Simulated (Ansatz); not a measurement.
Born–Oppenheimer molecular dynamics of a periodic cell of 19 atoms, K6Ru2F11 (host K3RuF6, host structure I4/mmm, one F atom removed), cell charge +1. It starts from an unrelaxed structure (largest force component 2.13 eV/Å).

Computed with DFT PBEsol, scalar-relativistic, plane waves, PAW in Ansatz 0.2.0. Settings: cutoff 420 eV, k mesh 2x2x1, fermi-dirac smearing 0.05 eV, no spin polarisation.

| Property | Result |
| --- | --- |
| ensemble | NVE (velocity Verlet) |
| time step | 3 fs |
| steps asked | 30 |
| starting velocities drawn for | 1400 K |
| seed | 922646 |

Frames 3 fs apart, positions in Å.

Velocities at 30.0 fs (Å/ps):

```
K -0.45 6.03 -1.25
K 6.95 -4.44 0.52
K -0.54 -4.94 -2.74
Ru 0.22 -0.37 2.59
F 1.23 -0.75 -6.54
F -2.30 3.32 5.90
F -1.76 0.96 8.23
F -8.62 14.08 -0.65
F 3.46 6.43 -14.42
F -1.56 -3.62 -6.82
K 4.53 -0.98 -2.70
K -6.71 -3.26 -8.22
K -3.21 -0.10 -0.64
Ru -1.42 -2.74 0.54
F -2.21 -1.77 -1.76
F -9.95 1.10 14.78
F 9.65 5.65 10.09
F 6.77 -7.21 14.12
F 10.55 14.19 -8.62
```

```xyz
19
Lattice="6.3614 0.0000 0.0000 0.0000 6.3614 0.0000 0.0000 0.0000 9.1352" Properties=species:S:1:pos:R:3 time_fs=30.0 energy_less_start_eV=0.584 T=1148
K 3.152 0.184 2.250
K 0.238 3.061 2.304
K -0.003 -0.179 4.448
Ru -0.005 -0.002 0.041
F -0.099 -0.063 1.988
F 1.804 4.535 4.762
F -0.029 0.001 7.222
F 0.940 1.758 0.028
F 1.715 1.821 4.142
F 4.445 1.722 4.426
K 0.139 3.153 6.773
K 2.979 -0.094 6.608
K 3.047 3.166 0.026
Ru 3.206 3.196 4.599
F 3.151 3.143 6.460
F 5.004 1.373 0.439
F 4.622 4.522 4.846
F 5.171 4.819 0.559
F 1.775 5.439 -0.325
19
Lattice="6.3614 0.0000 0.0000 0.0000 6.3614 0.0000 0.0000 0.0000 9.1352" Properties=species:S:1:pos:R:3 time_fs=33.0 energy_less_start_eV=0.674 T=1110
K 3.151 0.202 2.246
K 0.259 3.048 2.306
K -0.004 -0.194 4.440
Ru -0.005 -0.002 0.049
F -0.093 -0.064 1.970
F 1.796 4.546 4.780
F -0.035 0.005 7.245
F 0.916 1.800 0.025
F 1.727 1.841 4.099
F 4.442 1.711 4.404
K 0.152 3.150 6.764
K 2.959 -0.104 6.584
K 3.038 3.166 0.024
Ru 3.202 3.187 4.600
F 3.144 3.138 6.459
F 4.971 1.376 0.483
F 4.652 4.539 4.877
F 5.191 4.796 0.599
F 1.806 5.480 -0.349
19
Lattice="6.3614 0.0000 0.0000 0.0000 6.3614 0.0000 0.0000 0.0000 9.1352" Properties=species:S:1:pos:R:3 time_fs=36.0 energy_less_start_eV=0.786 T=1062
K 3.150 0.220 2.242
K 0.278 3.034 2.307
K -0.006 -0.207 4.432
Ru -0.004 -0.002 0.058
F -0.082 -0.064 1.957
F 1.787 4.560 4.798
F -0.042 0.009 7.266
F 0.896 1.841 0.021
F 1.740 1.862 4.056
F 4.441 1.697 4.382
K 0.165 3.147 6.756
K 2.939 -0.114 6.559
K 3.030 3.167 0.021
Ru 3.197 3.178 4.600
F 3.136 3.132 6.467
F 4.933 1.377 0.526
F 4.679 4.554 4.908
F 5.211 4.771 0.634
F 1.835 5.520 -0.372
19
Lattice="6.3614 0.0000 0.0000 0.0000 6.3614 0.0000 0.0000 0.0000 9.1352" Properties=species:S:1:pos:R:3 time_fs=39.0 energy_less_start_eV=0.911 T=1008
K 3.150 0.237 2.238
K 0.295 3.021 2.307
K -0.009 -0.218 4.425
Ru -0.004 -0.001 0.068
F -0.065 -0.061 1.952
F 1.778 4.575 4.815
F -0.049 0.013 7.282
F 0.878 1.878 0.016
F 1.755 1.884 4.015
F 4.443 1.682 4.359
K 0.178 3.144 6.748
K 2.920 -0.124 6.534
K 3.023 3.167 0.017
Ru 3.192 3.169 4.598
F 3.127 3.125 6.483
F 4.891 1.374 0.567
F 4.703 4.566 4.939
F 5.231 4.746 0.663
F 1.861 5.558 -0.391
19
Lattice="6.3614 0.0000 0.0000 0.0000 6.3614 0.0000 0.0000 0.0000 9.1352" Properties=species:S:1:pos:R:3 time_fs=42.0 energy_less_start_eV=1.039 T=954
K 3.151 0.254 2.233
K 0.311 3.007 2.307
K -0.011 -0.228 4.418
Ru -0.004 0.002 0.079
F -0.043 -0.056 1.954
F 1.770 4.589 4.831
F -0.058 0.019 7.295
F 0.862 1.912 0.009
F 1.772 1.905 3.974
F 4.445 1.667 4.335
K 0.191 3.142 6.741
K 2.901 -0.134 6.509
K 3.017 3.169 0.012
Ru 3.188 3.160 4.596
F 3.117 3.118 6.504
F 4.847 1.368 0.606
F 4.723 4.572 4.971
F 5.252 4.719 0.686
F 1.883 5.594 -0.407
19
Lattice="6.3614 0.0000 0.0000 0.0000 6.3614 0.0000 0.0000 0.0000 9.1352" Properties=species:S:1:pos:R:3 time_fs=45.0 energy_less_start_eV=1.157 T=903
K 3.152 0.271 2.228
K 0.325 2.994 2.306
K -0.014 -0.237 4.412
Ru -0.004 0.006 0.089
F -0.015 -0.049 1.963
F 1.763 4.602 4.846
F -0.068 0.025 7.304
F 0.847 1.941 0.002
F 1.790 1.926 3.934
F 4.448 1.653 4.311
K 0.203 3.139 6.733
K 2.883 -0.143 6.485
K 3.013 3.171 0.006
Ru 3.185 3.152 4.593
F 3.106 3.110 6.528
F 4.802 1.357 0.642
F 4.737 4.573 5.002
F 5.274 4.693 0.704
F 1.901 5.628 -0.419
19
Lattice="6.3614 0.0000 0.0000 0.0000 6.3614 0.0000 0.0000 0.0000 9.1352" Properties=species:S:1:pos:R:3 time_fs=48.0 energy_less_start_eV=1.258 T=860
K 3.154 0.286 2.222
K 0.337 2.981 2.305
K -0.017 -0.243 4.406
Ru -0.005 0.011 0.100
F 0.019 -0.040 1.980
F 1.759 4.612 4.861
F -0.079 0.032 7.311
F 0.833 1.965 -0.007
F 1.808 1.946 3.896
F 4.450 1.640 4.286
K 0.215 3.137 6.725
K 2.866 -0.153 6.460
K 3.010 3.174 0.000
Ru 3.182 3.145 4.591
F 3.095 3.101 6.553
F 4.757 1.342 0.676
F 4.744 4.568 5.033
F 5.297 4.668 0.716
F 1.915 5.661 -0.427
19
Lattice="6.3614 0.0000 0.0000 0.0000 6.3614 0.0000 0.0000 0.0000 9.1352" Properties=species:S:1:pos:R:3 time_fs=51.0 energy_less_start_eV=1.332 T=828
K 3.156 0.302 2.217
K 0.346 2.969 2.302
K -0.020 -0.248 4.400
Ru -0.006 0.018 0.111
F 0.058 -0.028 2.003
F 1.758 4.619 4.873
F -0.092 0.039 7.315
F 0.819 1.983 -0.016
F 1.826 1.963 3.858
F 4.452 1.629 4.261
K 0.226 3.135 6.718
K 2.850 -0.163 6.436
K 3.008 3.177 -0.007
Ru 3.181 3.139 4.590
F 3.083 3.092 6.576
F 4.714 1.322 0.706
F 4.745 4.556 5.064
F 5.322 4.646 0.722
F 1.923 5.693 -0.430
19
Lattice="6.3614 0.0000 0.0000 0.0000 6.3614 0.0000 0.0000 0.0000 9.1352" Properties=species:S:1:pos:R:3 time_fs=54.0 energy_less_start_eV=1.374 T=810
K 3.158 0.316 2.211
K 0.353 2.957 2.298
K -0.024 -0.252 4.394
Ru -0.007 0.026 0.122
F 0.101 -0.015 2.030
F 1.760 4.622 4.884
F -0.106 0.048 7.319
F 0.804 1.995 -0.025
F 1.844 1.978 3.822
F 4.453 1.620 4.236
K 0.236 3.134 6.711
K 2.836 -0.172 6.412
K 3.008 3.181 -0.015
Ru 3.180 3.134 4.590
F 3.070 3.082 6.596
F 4.675 1.299 0.733
F 4.740 4.538 5.093
F 5.349 4.627 0.723
F 1.926 5.724 -0.429
19
Lattice="6.3614 0.0000 0.0000 0.0000 6.3614 0.0000 0.0000 0.0000 9.1352" Properties=species:S:1:pos:R:3 time_fs=57.0 energy_less_start_eV=1.379 T=809
K 3.160 0.328 2.206
K 0.358 2.946 2.293
K -0.028 -0.253 4.390
Ru -0.009 0.035 0.133
F 0.149 0.001 2.058
F 1.765 4.620 4.893
F -0.123 0.056 7.322
F 0.789 2.001 -0.035
F 1.862 1.990 3.787
F 4.452 1.614 4.211
K 0.246 3.132 6.704
K 2.822 -0.180 6.389
K 3.009 3.185 -0.023
Ru 3.181 3.130 4.592
F 3.057 3.071 6.611
F 4.639 1.271 0.756
F 4.729 4.514 5.122
F 5.379 4.611 0.719
F 1.924 5.753 -0.423
19
Lattice="6.3614 0.0000 0.0000 0.0000 6.3614 0.0000 0.0000 0.0000 9.1352" Properties=species:S:1:pos:R:3 time_fs=60.0 energy_less_start_eV=1.340 T=825
K 3.161 0.340 2.201
K 0.359 2.935 2.287
K -0.034 -0.254 4.386
Ru -0.011 0.045 0.145
F 0.200 0.018 2.086
F 1.772 4.613 4.899
F -0.140 0.065 7.325
F 0.773 2.000 -0.044
F 1.879 1.998 3.754
F 4.450 1.611 4.187
K 0.256 3.131 6.697
K 2.810 -0.188 6.367
K 3.011 3.190 -0.031
Ru 3.183 3.127 4.596
F 3.043 3.059 6.621
F 4.610 1.241 0.774
F 4.712 4.484 5.150
F 5.411 4.601 0.711
F 1.915 5.782 -0.413
19
Lattice="6.3614 0.0000 0.0000 0.0000 6.3614 0.0000 0.0000 0.0000 9.1352" Properties=species:S:1:pos:R:3 time_fs=63.0 energy_less_start_eV=1.259 T=860
K 3.161 0.349 2.197
K 0.358 2.925 2.279
K -0.040 -0.254 4.384
Ru -0.012 0.056 0.156
F 0.255 0.037 2.111
F 1.782 4.602 4.903
F -0.160 0.074 7.329
F 0.756 1.993 -0.054
F 1.896 2.004 3.722
F 4.446 1.611 4.165
K 0.265 3.130 6.691
K 2.799 -0.195 6.346
K 3.014 3.196 -0.040
Ru 3.187 3.125 4.601
F 3.030 3.047 6.625
F 4.587 1.208 0.786
F 4.690 4.449 5.176
F 5.446 4.595 0.698
F 1.901 5.809 -0.398
```

Of the whole run (90 fs, mean temperature of the second half 912 K): The conserved energy stayed within 0.36 meV per atom of its start (net change 0.13 meV per atom), so the integration is sound. A run of 0.09 ps of so small a system gives no equilibrium averages. Limits of this set-up: coarse k mesh, charged cell in a uniform background, uncorrected.

Run time: 9.6 min on 1 thread of Intel(R) Xeon(R) Platinum 8259CL CPU @ 2.50GHz (Skylake/Cascade Lake), with other jobs on the host, peak memory 0.85 GiB.
